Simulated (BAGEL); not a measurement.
# A workflow on C2H7NSi (SMILES NC1C[SiH2]1)

Wanted: a single-point energy (HF/def2-SV(P)), then a single-point energy (NEVPT2(2,2)/def2-SV(P)), then a single-point energy (CASPT2(2,2)/def2-SV(P)) of C2H7NSi. 

Program for the calculation: BAGEL 1.2.2.

2 further runs of the same task are left out: 2 set aside as unsound or not needed.

## Step 1: Starting point

The species is C2H7NSi (11 atoms), meant as a singlet with charge 0. SMILES: `NC1C[SiH2]1`. The N1–C2 distance was set to 2.299 Å, away from the relaxed value. At this shape a bond of the SMILES string is far longer than usual.

Bond lengths: C2–C3 1.539 Å, C2–Si4 1.862 Å, C3–Si4 1.848 Å, N1–H5 1.011 Å, N1–H6 1.014 Å, C2–H7 1.094 Å, C3–H8 1.085 Å, C3–H9 1.086 Å, Si4–H10 1.479 Å, Si4–H11 1.476 Å. Some angles: C2–C3–Si4 65.9°, C3–C2–Si4 65.0°, C2–Si4–C3 49.0°, C2–C3–H8 117.0°, C2–C3–H9 114.2°, Si4–C3–H8 120.5°, Si4–C3–H9 117.1°, C3–C2–H7 113.0°, Si4–C2–H7 116.4°, C2–Si4–H10 119.1°. A long bond or contact: N1–C2 2.299 Å.

## Step 2: A single-point energy at HF/def2-SV(P) (density fitting with svp-jkfit) (run 1)

calc.json reads:

```json
{ "bagel": [

{
  "title": "molecule",
  "basis": "def2-sv_p_.json",
  "df_basis": "svp-jkfit",
  "angstrom": "true",
  "geometry": [
    { "atom": "N", "xyz": [   -2.168387,    0.969321,   -0.493662 ] },
    { "atom": "C", "xyz": [    0.048100,    0.587400,   -0.015100 ] },
    { "atom": "C", "xyz": [    0.296100,   -0.519700,    1.025200 ] },
    { "atom": "Si", "xyz": [    0.845000,   -0.955900,   -0.685100 ] },
    { "atom": "H", "xyz": [   -2.281587,    1.431521,   -1.385462 ] },
    { "atom": "H", "xyz": [   -2.605187,    1.544721,    0.218038 ] },
    { "atom": "H", "xyz": [    0.701400,    1.454200,    0.118600 ] },
    { "atom": "H", "xyz": [    1.025100,   -0.311700,    1.801300 ] },
    { "atom": "H", "xyz": [   -0.607900,   -0.997000,    1.390600 ] },
    { "atom": "H", "xyz": [    2.288700,   -0.939900,   -1.005500 ] },
    { "atom": "H", "xyz": [    0.030300,   -1.890100,   -1.486800 ] }
  ]
},
{
  "title": "hf"
},
{
  "title": "print",
  "file": "orbitals.molden",
  "orbitals": "true"
}

]}
```

The basis set def2-SV(P) is read from a file made from the Basis Set Exchange's data (not shown).

Launch:

```
$ BAGEL_NUM_THREADS=1 BAGEL calc.json > calc.out
```

Output:

```text
* using 1 threads per process

  ===============================================================
  ===============================================================

  *** Geometry ***

  { "atom" : "N", "xyz" : [     -4.097658,      1.831751,     -0.932886 ] },
  { "atom" : "C", "xyz" : [      0.090896,      1.110025,     -0.028535 ] },
  { "atom" : "C", "xyz" : [      0.559548,     -0.982091,      1.937347 ] },
  { "atom" : "Si", "xyz" : [      1.596819,     -1.806389,     -1.294651 ] },
  { "atom" : "H", "xyz" : [     -4.311575,      2.705183,     -2.618144 ] },
  { "atom" : "H", "xyz" : [     -4.923090,      2.919100,      0.412032 ] },
  { "atom" : "H", "xyz" : [      1.325454,      2.748040,      0.224122 ] },
  { "atom" : "H", "xyz" : [      1.937158,     -0.589028,      3.403964 ] },
  { "atom" : "H", "xyz" : [     -1.148765,     -1.884057,      2.627853 ] },
  { "atom" : "H", "xyz" : [      4.325016,     -1.776154,     -1.900120 ] },
  { "atom" : "H", "xyz" : [      0.057259,     -3.571771,     -2.809645 ] },

  Number of auxiliary basis functions:      481

  Since a DF basis is specified, we compute 2- and 3-index integrals:
    o Being stored without compression. Storage requirement is 0.021 GB

  Number of basis functions:       74
  Number of electrons      :       40

    * METHOD: MOLECULE                             0.23

  *** RHF ***

  === Nuclear Repulsion ===
   150.7237817659

      * DIIS with orbital gradients will be used.

  === RHF iteration (def2-sv_p_.json) ===
      0       -422.49228423          0.02124885           0.05
      1       -422.63972329          0.01575167           0.05
      2       -422.75506184          0.00302180           0.05
      3       -422.76100672          0.00165394           0.05
      4       -422.76275377          0.00037760           0.05
      5       -422.76305024          0.00014277           0.05
      6       -422.76309406          0.00004856           0.05
      7       -422.76309767          0.00002089           0.05
      8       -422.76309835          0.00000754           0.07
      9       -422.76309845          0.00000402           0.05
     10       -422.76309847          0.00000191           0.05
     11       -422.76309847          0.00000096           0.04
     12       -422.76309848          0.00000044           0.05
     13       -422.76309848          0.00000019           0.05
     14       -422.76309848          0.00000008           0.05
     15       -422.76309848          0.00000004           0.05
     16       -422.76309848          0.00000002           0.05
     17       -422.76309848          0.00000001           0.05
    * SCF iteration converged.

    * Permanent dipole moment:
           (   -0.739031,    -0.144377,    -0.043848) a.u.

    * METHOD: HF                                   1.06

    * METHOD: PRINT                                0.02

  ===============================================================
```

Wall time 1.7 s (1 thread of AMD EPYC 7R43 (Zen 3), shared host); peak memory 0.14 GiB.

## Step 3: A single-point energy at NEVPT2(2,2)/def2-SV(P) (density fitting with svp-jkfit) (run 2)

input.json reads:

```json
{ "bagel": [

{
  "title": "molecule",
  "basis": "def2-sv_p_.json",
  "df_basis": "svp-jkfit",
  "angstrom": "true",
  "geometry": [
    { "atom": "N", "xyz": [      -2.168387,       0.969321,      -0.493662 ] },
    { "atom": "C", "xyz": [       0.048100,       0.587400,      -0.015100 ] },
    { "atom": "C", "xyz": [       0.296100,      -0.519700,       1.025200 ] },
    { "atom": "Si", "xyz": [       0.845000,      -0.955900,      -0.685100 ] },
    { "atom": "H", "xyz": [      -2.281587,       1.431521,      -1.385462 ] },
    { "atom": "H", "xyz": [      -2.605187,       1.544721,       0.218038 ] },
    { "atom": "H", "xyz": [       0.701400,       1.454200,       0.118600 ] },
    { "atom": "H", "xyz": [       1.025100,      -0.311700,       1.801300 ] },
    { "atom": "H", "xyz": [      -0.607900,      -0.997000,       1.390600 ] },
    { "atom": "H", "xyz": [       2.288700,      -0.939900,      -1.005500 ] },
    { "atom": "H", "xyz": [       0.030300,      -1.890100,      -1.486800 ] }
  ]
},

{
  "title": "hf"
},

{
  "title": "casscf",
  "nstate": 1,
  "nact": 2,
  "nclosed": 19,
  "active": [20, 21],
  "maxiter": 200,
  "natocc": "true"
},

{
  "title": "nevpt2",
  "nstate": 1,
  "nact": 2,
  "nclosed": 19,
  "active": [20, 21],
  "maxiter": 200,
  "natocc": "true",
  "ncore": 8
},

{
  "title": "print",
  "file": "orbitals.molden",
  "orbitals": "true"
}

]}
```

The basis set def2-SV(P) is read from a file made from the Basis Set Exchange's data (not shown).

Launch:

```
$ BAGEL_NUM_THREADS=1 BAGEL input.json > input.out
```

Output:

```text
* using 1 threads per process

  ===============================================================
  ===============================================================

  *** Geometry ***

  { "atom" : "N", "xyz" : [     -4.097658,      1.831751,     -0.932886 ] },
  { "atom" : "C", "xyz" : [      0.090896,      1.110025,     -0.028535 ] },
  { "atom" : "C", "xyz" : [      0.559548,     -0.982091,      1.937347 ] },
[... 7 lines of this table left out ...]
  { "atom" : "H", "xyz" : [      0.057259,     -3.571771,     -2.809645 ] },

  Number of auxiliary basis functions:      481

  Since a DF basis is specified, we compute 2- and 3-index integrals:
    o Being stored without compression. Storage requirement is 0.021 GB

[... 18 lines left out ...]
    * SCF iteration converged.
[... 1 line left out ...]
    * Permanent dipole moment:
[... 27 lines left out ...]
    * Second-order optimization converged. *
[... 1 line left out ...]
     guess   0:   closed 1.                   open ..

  === FCI iteration ===

      0  0      -422.75636725     9.13e-02      0.00
      1  0      -422.82401270     1.25e-02      0.00
      2  0 *    -422.82545501     8.09e-16      0.00

     * ci vector, state   0, <S^2> = 0.0000
       2.     0.9349615069
       .2    -0.3547491799

    * METHOD: CASSCF                               4.17

    * freezing 8 orbitals

  === DF-NEVPT2 calculation ===

    * 3-index integral transformation done
    * assembly done

      NEVPT2 correlation energy:   -0.4642086109      0.11

          (+0)     -0.3633489981
          (+0)'    -0.0286983312
          (+1)     -0.0165078677
          (+1)'    -0.0000000000
          (+2)     -0.0007089006
          (-1)     -0.0532286264
          (-1)'     0.0000000000
          (-2)     -0.0017158869

      NEVPT2 total energy:       -423.2896636258

    * METHOD: NEVPT2                               0.21

    * METHOD: PRINT                                0.02

  ===============================================================
```

Wall time 6.3 s (1 thread of AMD EPYC 7R43 (Zen 3), shared host); peak memory 0.14 GiB.

## Step 4: The energy at CASPT2(2,2)/def2-SV(P) (density fitting with svp-jkfit) (run 3)

caspt2.json reads:

```json
{ "bagel" : [

{
  "title" : "molecule",
  "basis" : "def2-sv_p_.json",
  "df_basis" : "svp-jkfit",
  "angstrom" : true,
  "geometry" : [
    { "atom" : "N", "xyz" : [      -2.168387,       0.969321,      -0.493662 ] },
    { "atom" : "C", "xyz" : [       0.048100,       0.587400,      -0.015100 ] },
    { "atom" : "C", "xyz" : [       0.296100,      -0.519700,       1.025200 ] },
    { "atom" : "Si", "xyz" : [       0.845000,      -0.955900,      -0.685100 ] },
    { "atom" : "H", "xyz" : [      -2.281587,       1.431521,      -1.385462 ] },
    { "atom" : "H", "xyz" : [      -2.605187,       1.544721,       0.218038 ] },
    { "atom" : "H", "xyz" : [       0.701400,       1.454200,       0.118600 ] },
    { "atom" : "H", "xyz" : [       1.025100,      -0.311700,       1.801300 ] },
    { "atom" : "H", "xyz" : [      -0.607900,      -0.997000,       1.390600 ] },
    { "atom" : "H", "xyz" : [       2.288700,      -0.939900,      -1.005500 ] },
    { "atom" : "H", "xyz" : [       0.030300,      -1.890100,      -1.486800 ] }
  ]
},

{ "title" : "hf" },

{ "title" : "casscf", "nstate" : 1, "nact" : 2, "nclosed" : 19, "nspin" : 0, "active" : [20, 21], "maxiter" : 200, "natocc" : true },

{ "title" : "print", "file" : "orbitals.molden", "orbitals" : true },

{ "title" : "smith", "method" : "caspt2", "ms" : true, "xms" : true, "sssr" : true, "shift" : 0.2, "shift_imag" : true, "ncore" : 8 }

]}
```

The basis set def2-SV(P) is read from a file made from the Basis Set Exchange's data (not shown).

Launch:

```
$ BAGEL_NUM_THREADS=1 BAGEL caspt2.json > caspt2.out
```

Output:

```text
* using 1 threads per process

  ===============================================================
  ===============================================================

  *** Geometry ***

  { "atom" : "N", "xyz" : [     -4.097658,      1.831751,     -0.932886 ] },
  { "atom" : "C", "xyz" : [      0.090896,      1.110025,     -0.028535 ] },
  { "atom" : "C", "xyz" : [      0.559548,     -0.982091,      1.937347 ] },
[... 7 lines of this table left out ...]
  { "atom" : "H", "xyz" : [      0.057259,     -3.571771,     -2.809645 ] },

  Number of auxiliary basis functions:      481

  Since a DF basis is specified, we compute 2- and 3-index integrals:
    o Being stored without compression. Storage requirement is 0.021 GB

[... 18 lines left out ...]
    * SCF iteration converged.
[... 1 line left out ...]
    * Permanent dipole moment:
[... 27 lines left out ...]
    * Second-order optimization converged. *
[... 9 lines left out ...]
     * ci vector, state   0, <S^2> = 0.0000
[... 16 lines left out ...]
    * Zeroth order energy : state  0       -0.5543616987
[... 4 lines left out ...]
       #      aibj      arbs      arbi      airj      risj      airs      arst      rist         Etot      error   time
[... 2 lines left out ...]
       0  -0.36170  -0.00211  -0.05577  -0.01781  -0.00105  -0.02805  -0.00000  -0.00000   -0.4665023  0.0011987   0.08
       1  -0.36180  -0.00213  -0.05589  -0.01790  -0.00109  -0.02833  -0.00000  -0.00000   -0.4671353  0.0001421   0.06
       2  -0.36181  -0.00213  -0.05589  -0.01790  -0.00109  -0.02833  -0.00000  -0.00000   -0.4671463  0.0000247   0.06
       3  -0.36181  -0.00213  -0.05589  -0.01790  -0.00109  -0.02834  -0.00000  -0.00000   -0.4671466  0.0000046   0.06
       4  -0.36181  -0.00213  -0.05589  -0.01790  -0.00109  -0.02834   0.00000  -0.00000   -0.4671466  0.0000008   0.07

      ------------------------------------------------------------------------------------------------------------------

    * CASPT2 energy : state  0     -423.2958374928
        w/o shift correction       -423.2926016595
        reference weight              0.8488732058

    * METHOD: SMITH                                0.51

  ===============================================================
```

Wall time 6.6 s (1 thread of AMD EPYC 7R43 (Zen 3), shared host); peak memory 0.14 GiB.

## Step 5: Summary of results

| quantity | value |
| --- | --- |
| run 1, HF/def2-SV(P): total energy | -422.76310 Eh |
| run 1, HF/def2-SV(P): dipole moment | 1.92 D |
| run 1, HF/def2-SV(P): HOMO energy | -8.86 eV |
| run 1, HF/def2-SV(P): LUMO energy | 2.04 eV |
| run 1, HF/def2-SV(P): HOMO–LUMO gap | 10.89 eV |
| run 2, NEVPT2(2,2)/def2-SV(P): total energy | -423.28966 Eh |
| run 3, CASPT2(2,2)/def2-SV(P): total energy | -423.29584 Eh |
